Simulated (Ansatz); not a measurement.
The system is Mo3Ru3C2.

```
Ru Mo C
1.0
     2.90927    0.00000    0.00000
    -1.45463    2.51950    0.00000
     0.00000    0.00000   13.88332
Ru Mo C
3 3 2
Direct
  0.33333 0.66667 0.34598
  0.00000 0.00000 0.50000
  0.66667 0.33333 0.65402
  0.33333 0.66667 0.81211
  0.00000 0.00000 0.00000
  0.66667 0.33333 0.18789
  0.66667 0.33333 0.90117
  0.33333 0.66667 0.09883
```

The cell comes from a database or a generator and needn't be the stable form of this composition.

* Program: Ansatz 0.2.0
* Task: single point
* Functional: PBE
* Potentials or basis: Ansatz PAW
* Cutoff: 420 eV (not typed: the program's choice for these potentials)
* k mesh: 10 × 10 × 2
* Occupations: fermi-dirac, width 0.05 eV
* Spin: no spin polarisation

On this cell: pressure -2.7 GPa; largest force 0.075 eV/Å; band gap on the k mesh none (metal or under the smearing width).

The same run follows on a disturbed copy (atoms moved at random, drawn with an rms of 0.05 Å):

```
Ru Mo C
1.0
     2.90927    0.00000    0.00000
    -1.45463    2.51950    0.00000
     0.00000    0.00000   13.88332
Ru Mo C
3 3 2
Direct
  0.33673 0.66533 0.34709
  0.01300 0.01356 0.49745
  0.66233 0.33405 0.65259
  0.34860 0.67384 0.81097
  0.99158 0.00172 0.00201
  0.64948 0.33346 0.18874
  0.65579 0.31092 0.90175
  0.34500 0.65523 0.09995
```

Problem. What changes?

Solution. The energy (extrapolated to zero smearing) moves by +13.3 meV/atom; pressure -2.4 GPa; largest force 1.218 eV/Å; band gap on the k mesh none (metal or under the smearing width).

Forces on the atoms (eV/Å):
```
Ru  -0.057  0.023 -0.206
Ru  -0.060 -0.078  0.387
Ru   0.059  0.026  0.068
Mo  -0.181 -0.511  0.091
Mo   0.363 -0.303 -0.491
Mo   0.861 -0.246  0.176
C    0.184  0.756  0.043
C   -1.169  0.333 -0.069
```

Stress tensor (GPa, compression positive):
```
-3.27 -0.87  0.31
-0.87 -2.88 -0.16
 0.31 -0.16 -0.98
```
